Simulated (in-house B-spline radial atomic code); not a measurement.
# Lu: ionisation energy by several methods

One table from this session's results is given with a row withheld; the runs are named, their logs left out.

Method: non-relativistic, several functionals, spin-polarised; spherical all-electron atom at the radial basis limit. Code: in-house B-spline radial atomic code version 1.

**The system**

```
element       : lutetium (Z = 71)
charge        : 0
electrons     : 71
configuration : [Xe] 4f14 5d1 6s2
nucleus       : point
```

Outer shells as boxes (Hund's rule):

[Xe] 4f14 5d1 6s2
```
[Xe] core
4f [↑↓][↑↓][↑↓][↑↓][↑↓][↑↓][↑↓]
5d [↑ ][  ][  ][  ][  ]
6s [↑↓]
```

Where spins are not typed, each open shell is filled with up spins first.

Set-up of the first run:

The run's settings:

```ini
Z = 71
electrons = 71.0
configuration = [Xe] 4f14 5d1 6s2
hamiltonian = nr
method = pw91,pw91
spin_polarised = True
```

Steps of the session up to this table: PW91, a GGA; BP86, a GGA; TPSS, a meta-GGA; OLYP, a GGA; Hartree-Fock.

One table of the session follows, with a row left open; its other results are not shown here.

| method | ΔSCF (eV) |
| --- | --- |
| PW91 | 6.567 |
| BP86 | ? |
| OLYP | 6.339 |
| TPSS | 6.459 |
| Hartree-Fock | 5.651 |

Q: Estimate the row for BP86 from the others.

The run gave: ΔSCF (eV): 6.654. In the column «ΔSCF (eV)» it is the highest.

To keep in mind: These runs leave out relativity, which matters at this nuclear charge.
